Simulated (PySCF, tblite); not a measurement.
**C6H14ClFSi: geometry, infrared bands and NMR shifts**

What infrared bands and NMR shifts should C6H14ClFSi (`C[C@@H]([SiH3])[C@](C)(CF)CCl`) show?

Programs: tblite 0.8.0 and PySCF 2.14.0, with density-fitted response routines of our own. Each step states its level of theory. These are calculated values for one molecule in the gas phase, unless marked as measured. Atoms are numbered from 0 throughout.

### Step 1. The starting structure

23 atoms, charge 0, multiplicity 1; geometry from: force field or distance geometry start.

Bonds of the start (Å): C0–C1 1.55, C1–Si2 1.93, C1–C3 1.59, C3–C4 1.55, C3–C5 1.55, C5–F6 1.36, C3–C7 1.55, C7–Cl8 1.79, C0–H9 1.11, C0–H10 1.09, C0–H11 1.09, C1–H12 1.08, Si2–H13 1.49, Si2–H14 1.48, Si2–H15 1.50, C4–H16 1.10, C4–H17 1.09, C4–H18 1.10, C5–H19 1.10, C5–H20 1.09, C7–H21 1.09, C7–H22 1.10.

### Step 2. Optimising the geometry with GFN2-xTB

The job: settings as JSON, then the geometry in Å.

```
{"job": {"kind": "relax", "xc": "GFN2-xTB", "basis": "xTB"}, "charge": 0, "multiplicity": 1}
C     -1.560900    -1.194500     0.642600
C     -0.940800    -0.000800    -0.130700
Si    -1.637400     1.654700     0.580900
C      0.640600    -0.114100    -0.277300
C      0.995500    -1.460300    -0.963600
C      1.358700    -0.135300     1.093400
F      1.198000     1.061900     1.716800
C      1.273700     1.045900    -1.088900
Cl     0.612100     1.191300    -2.742300
H     -2.668300    -1.120900     0.647800
H     -1.251400    -1.225600     1.688100
H     -1.328900    -2.153800     0.180100
H     -1.365300    -0.046500    -1.122900
H     -1.039100     2.813600    -0.132900
H     -1.389100     1.747400     2.037700
H     -3.118400     1.668700     0.374300
H      2.058600    -1.487800    -1.242800
H      0.815400    -2.325700    -0.319400
H      0.411000    -1.600800    -1.879300
H      2.446900    -0.287100     0.981200
H      0.988800    -0.913000     1.765000
H      2.345700     0.891500    -1.207900
H      1.149800     2.018100    -0.589700
```

Run with:

```sh
$ OMP_NUM_THREADS=1 python probes_run.py task.json out
```

This one command runs all jobs of the session in turn.

**Question.** This job is followed by: GFN2-xTB harmonic vibrations, gas phase; GIAO PBE0/pcSseg-1 NMR shielding, non-relativistic, gas phase. Predict these results of the whole session: strongest single infrared mode (GFN2-xTB); zero-point energy (GFN2-xTB); ¹³C shifts against TMS (PBE0/pcSseg-1); ¹H shifts against TMS (PBE0/pcSseg-1, means over atoms taken as alike); ²⁹Si shifts against TMS (PBE0/pcSseg-1); ¹⁹F shifts against CFCl3 (PBE0/pcSseg-1); ³⁵Cl shifts against HCl (PBE0/pcSseg-1).

The runs gave:

| quantity | value |
| --- | --- |
| strongest single infrared mode (GFN2-xTB) | 2240 cm⁻¹, 345 km/mol |
| zero-point energy (GFN2-xTB) | 115.3 kcal/mol |
| ¹³C shifts against TMS (PBE0/pcSseg-1) | 88.9, 59.8, 44.4, 21.1, 18.8, 13.8 ppm |
| ¹H shifts against TMS (PBE0/pcSseg-1, means over atoms taken as alike) | 4.80, 4.28, 4.18, 3.75, 3.40, 1.75, 1.07, 0.90 ppm |
| ²⁹Si shifts against TMS (PBE0/pcSseg-1) | -67.5 ppm |
| ¹⁹F shifts against CFCl3 (PBE0/pcSseg-1) | -246.0 ppm |
| ³⁵Cl shifts against HCl (PBE0/pcSseg-1) | 33 ppm |

In words: The optimisation took 117 steps and gained 0.184 eV; among the close pairs (by a distance rule), C1–C3 changed most, from 1.592 to 1.542 Å. All 63 modes are real, so the xTB geometry is a minimum. The strongest single mode, at 2240 cm⁻¹, moves mainly H15. Unscaled tight-binding wavenumbers are off by several per cent, some by more. Its intensities can rank the bands wrongly. C5 (sp3 CH2 bonded to F) lies farthest downfield among carbon, at 88.9 ppm; pulled downfield by the heteroatom. At PBE0/pcSseg-1: The widest tensor belongs to Cl8: span 255 ppm, with a paramagnetic part of -231 ppm.
